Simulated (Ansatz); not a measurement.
# In started on a Si site and an O vacancy in rutile SiO2, 11 atoms, charge +1

Wanted: the effect of changed settings on energy, forces, pressure and convergence.

Program: Ansatz 0.2.0, PAW, plane waves. These are calculated values, not measurements.

1 further run of the same task is left out (it didn't finish).

**1. Starting point**

11 atoms (3 Si, 1 In, 7 O); a = 4.194 Å, b = 4.194 Å, c = 5.357 Å, α = 90.00°, β = 90.00°, γ = 90.00°. All atoms were shaken off their sites by about 0.02 Å along each axis. Defect site 1: (0.500, 0.500, 0.250). Defect site 2: (0.306, 0.306, 0.000). Starting moments add up to 2 μB.

As a file:

```
Si In O
1.0
     4.19435    0.00000    0.00000
     0.00000    4.19435    0.00000
     0.00000    0.00000    5.35710
Si In O
3 1 7
Cartesian
  4.1789 4.1594 5.3257
  4.1824 0.0086 2.6663
  2.1474 2.0691 4.0298
  2.1207 2.0990 1.3559
  1.3236 1.3010 2.6317
  2.8894 2.8964 5.3518
  2.9073 2.9169 2.6784
  0.8141 3.4104 1.3435
  0.8539 3.3735 4.0283
  3.3737 0.7963 1.3432
  3.3690 0.8312 4.0129
```

**2. Single point with PBEsol**

Input file in.yaml:

```yaml
crystal:
  lattice:
    - [4.194347, 0.000000, 0.000000]
    - [0.000000, 4.194347, 0.000000]
    - [0.000000, 0.000000, 5.357095]
  atoms:
    - { symbol: Si, position: [0.996321, 0.991676, 0.994133], spin: 0.25 }
    - { symbol: Si, position: [0.997145, 0.002047, 0.497714] }
    - { symbol: Si, position: [0.511973, 0.493305, 0.752235], spin: 0.25 }
    - { symbol: In, position: [0.505603, 0.500428, 0.253106], spin: 0.25 }
    - { symbol: O, position: [0.315568, 0.310170, 0.491251], spin: 0.25 }
    - { symbol: O, position: [0.688891, 0.690539, 0.999004], spin: 0.25 }
    - { symbol: O, position: [0.693140, 0.695427, 0.499976], spin: 0.25 }
    - { symbol: O, position: [0.194087, 0.813103, 0.250788], spin: 0.25 }
    - { symbol: O, position: [0.203582, 0.804300, 0.751951] }
    - { symbol: O, position: [0.804335, 0.189842, 0.250726], spin: 0.25 }
    - { symbol: O, position: [0.803235, 0.198174, 0.749074] }
  symmetry: { detect: false }
kpoints:
  mp_grid: { grid: [1, 1, 1], shift: [0.25, 0.25, 0.25] }
hamiltonian:
  xc: pbesol
total_charge: 1
magnetization:
  spin_polarized: true
scf:
  occupations: { method: fermi_dirac, width: 0.01 }
output:
  forces: true
  eigenvalues: true
  populations: true
  charged_corrections: { epsilon: 11 }
```

Command:

```sh
ansatz run in.yaml --threads 2 --pin off --max-ram 19000MiB --runs-dir r --events-out ev --progress --plain
```

**3. Changed settings: at most 14 cycles**

Edit in.yaml of step 2 so:

```diff
@@ -27,2 +27,3 @@
   occupations: { method: fermi_dirac, width: 0.01 }
+  max_iter: 14
 output:
@@ -30,3 +31,6 @@
   eigenvalues: true
-  populations: true
-  charged_corrections: { epsilon: 11 }
+  stress: true
+  write_density: true
+  write_potential: true
+  elf: true
+  volumetric_format: npy
```

**4. Run again with 4 extra bands, charge changed by -1**

Edit in.yaml of step 3 so:

```diff
@@ -22,3 +22,2 @@
   xc: pbesol
-total_charge: 1
 magnetization:
@@ -27,3 +26,4 @@
   occupations: { method: fermi_dirac, width: 0.01 }
-  max_iter: 14
+  max_iter: 70
+  n_extra_bands: 4
 output:
@@ -32,5 +32 @@
   stress: true
-  write_density: true
-  write_potential: true
-  elf: true
-  volumetric_format: npy
```

**5. Changed settings: smearing width 2.0 eV**

Edit in.yaml of step 4 so:

```diff
@@ -22,2 +22,3 @@
   xc: pbesol
+total_charge: 1
 magnetization:
@@ -25,5 +26,4 @@
 scf:
-  occupations: { method: fermi_dirac, width: 0.01 }
-  max_iter: 70
-  n_extra_bands: 4
+  occupations: { method: fermi_dirac, width: 2 }
+  max_iter: 100
 output:
```

**6. Changed settings: mixer anderson, smearing width 0.1 eV**

Edit in.yaml of step 5 so:

```diff
@@ -26,4 +26,5 @@
 scf:
-  occupations: { method: fermi_dirac, width: 2 }
+  occupations: { method: fermi_dirac, width: 0.1 }
   max_iter: 100
+  mixing: { algorithm: anderson }
 output:
```

**7. Variant: occupations Methfessel–Paxton**

Edit in.yaml of step 6 so:

```diff
@@ -26,5 +26,4 @@
 scf:
-  occupations: { method: fermi_dirac, width: 0.1 }
-  max_iter: 100
-  mixing: { algorithm: anderson }
+  occupations: { method: methfessel_paxton, width: 0.01 }
+  max_iter: 90
 output:
```

**Question.** What will these runs give? Wanted: for each run, settings; status; energy from base; forces from base.

The runs gave:

| settings | status | cycles | time | energy from base (meV/atom) | forces from base (eV/Å rms) | filled to empty level on the mesh (eV) |
| --- | --- | --- | --- | --- | --- | --- |
| base | converged | 15 | 1.8 s (2 CPU threads) | 0 | 0 | 1.62 |
| at most 14 cycles | converged | 13 | 1.5 s (2 CPU threads) | 0.0 | 0.000 | 1.62 |
| 4 extra bands, charge changed by -1 | converged | 14 | 1.3 s (2 CPU threads) | - | 0.931 | 1.21 |
| smearing width 2.0 eV | converged, settings too loose | 15 | 1.7 s (2 CPU threads) | +146.2 | 1.765 | - |
| mixer anderson, smearing width 0.1 eV | converged | 16 | 1.6 s (2 CPU threads) | 0.0 | 0.001 | 1.62 |
| occupations Methfessel–Paxton | converged | 15 | 1.5 s (2 CPU threads) | 0.0 | 0.000 | 1.62 |

**Reading.** Among these variants the forces move most with smearing width 2.0 eV (1.765 eV/Å rms).
